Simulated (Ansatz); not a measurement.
# C2H8O2Si: up Jacob's ladder to CCSD(T)

An exercise on one series of results from a longer session: the logs are not shown, and one member is left open.

Method: functionals in def2-TZVPP, the program's frozen cores in correlated methods; program: Ansatz 0.2.0, Gaussian basis.

The runs, in order: LDA (SPW92), PBE-D4, revPBE-D4, BLYP-D4, r2SCAN-D4, B97M-V, PBE0-D4, B3LYP-D4, r2SCANh-D4, r2SCAN0-D4, HSE06-D4, BHLYP-D4, CAM-B3LYP-D4, LC-ωPBE, ωB97X-V, ωB97M-V, B2PLYP, PBE-QIDH; CCSD(T)/def2-SVP; CCSD(T)/def2-TZVPP; MP2/def2-QZVPP; extrapolation to the limit; RPA on PBE.

### Structure used throughout

All runs share one geometry, relaxed beforehand with PBE0-D4 in a triple-zeta def2 set.

SMILES `COC(O)[SiH3]`, 13 atoms, charge 0, spin multiplicity 1.

Atoms are counted from 1 here; the program's logs count them from 0.

Bond lengths: C1–O2 1.406 Å, C1–H6 1.090 Å, C1–H7 1.096 Å, C1–H8 1.100 Å, O2–C3 1.399 Å, C3–O4 1.408 Å, C3–Si5 1.906 Å, C3–H9 1.105 Å, O4–H10 0.961 Å, Si5–H11 1.485 Å, Si5–H12 1.483 Å, Si5–H13 1.486 Å. Angles: O2–C1–H6 107.4°, O2–C1–H7 111.8°, O2–C1–H8 111.0°, H6–C1–H7 108.5°, H6–C1–H8 108.8°, H7–C1–H8 109.1°, C1–O2–C3 114.1°, O2–C3–O4 113.3°, O2–C3–Si5 107.0°, O2–C3–H9 108.7°, O4–C3–Si5 107.7°, O4–C3–H9 109.3°, Si5–C3–H9 110.7°, C3–O4–H10 109.8°, C3–Si5–H11 109.2°, C3–Si5–H12 109.4°, C3–Si5–H13 108.6°, H11–Si5–H12 110.2° and more.

The first run:

in.yaml

```yaml
crystal:
  periodic: [false, false, false]
  atoms:
    - {symbol: C, position_ang: [-1.893298, 0.623939, -0.185524]}
    - {symbol: O, position_ang: [-0.836143, -0.275876, -0.406939]}
    - {symbol: C, position_ang: [0.359588, 0.081535, 0.225110]}
    - {symbol: O, position_ang: [0.946557, 1.244637, -0.309190]}
    - {symbol: Si, position_ang: [1.582524, -1.356726, -0.038781]}
    - {symbol: H, position_ang: [-2.798163, 0.170498, -0.589164]}
    - {symbol: H, position_ang: [-1.726737, 1.580469, -0.694241]}
    - {symbol: H, position_ang: [-2.036972, 0.807618, 0.889156]}
    - {symbol: H, position_ang: [0.160629, 0.233369, 1.301615]}
    - {symbol: H, position_ang: [0.572272, 2.021680, 0.114121]}
    - {symbol: H, position_ang: [0.982131, -2.610601, 0.484317]}
    - {symbol: H, position_ang: [1.876713, -1.493828, -1.485751]}
    - {symbol: H, position_ang: [2.831299, -1.061514, 0.709971]}
basis:
  gaussian: {orbitals: def2-TZVPP}
hamiltonian: {xc: lda}
output: {orbitals: {seedname: orbitals}}
```

Run with:

```sh
$ ansatz run in.yaml --threads 4 --pin off --events-out ev --progress --plain --max-ram 10444MiB
```

Steps of the session up to this table: LDA; PBE-D4 (GGA); revPBE-D4 (GGA); BLYP-D4 (GGA); r2SCAN-D4 (meta-GGA); B97M-V (meta-GGA); B3LYP-D4 (hybrid); r2SCANh-D4 (hybrid); r2SCAN0-D4 (hybrid); HSE06-D4 (hybrid); BHLYP-D4 (hybrid); CAM-B3LYP-D4 (range-separated); LC-ωPBE (range-separated); ωB97X-V (range-separated); ωB97M-V (range-separated); B2PLYP (double hybrid); PBE-QIDH (double hybrid).

One of the session's tables, all rows but one given; the rest of the session is left out.

It belongs to the step «Orbital energies across the functionals». 

```
  functional  HOMO (eV)  LUMO (eV)  gap (eV)
 LDA (SPW92)      -6.48      -0.56      5.92
      PBE-D4      -6.35      -0.36      5.99
   revPBE-D4      -6.29      -0.26      6.03
     BLYP-D4      -6.27      -0.35      5.92
   r2SCAN-D4      -6.67       0.22      6.89
      B97M-V      -6.87      -0.21      6.66
     PBE0-D4      -7.93       0.52      8.45
    B3LYP-D4      -7.70       0.19      7.89
  r2SCANh-D4      -7.27       0.50      7.76
  r2SCAN0-D4      -8.16       0.89      9.05
    HSE06-D4      -7.52       0.15      7.67
    BHLYP-D4      -9.45       1.21     10.66
CAM-B3LYP-D4      -9.40       1.34     10.74
     LC-ωPBE          ?          ?         ?
     ωB97X-V     -10.40       2.45     12.85
     ωB97M-V     -10.33       2.04     12.38
```

**Question.** Estimate the row for LC-ωPBE.

**Answer.** HOMO (eV): -10.71; LUMO (eV): 2.65; gap (eV): 13.35. In the column «HOMO (eV)» it is the lowest.
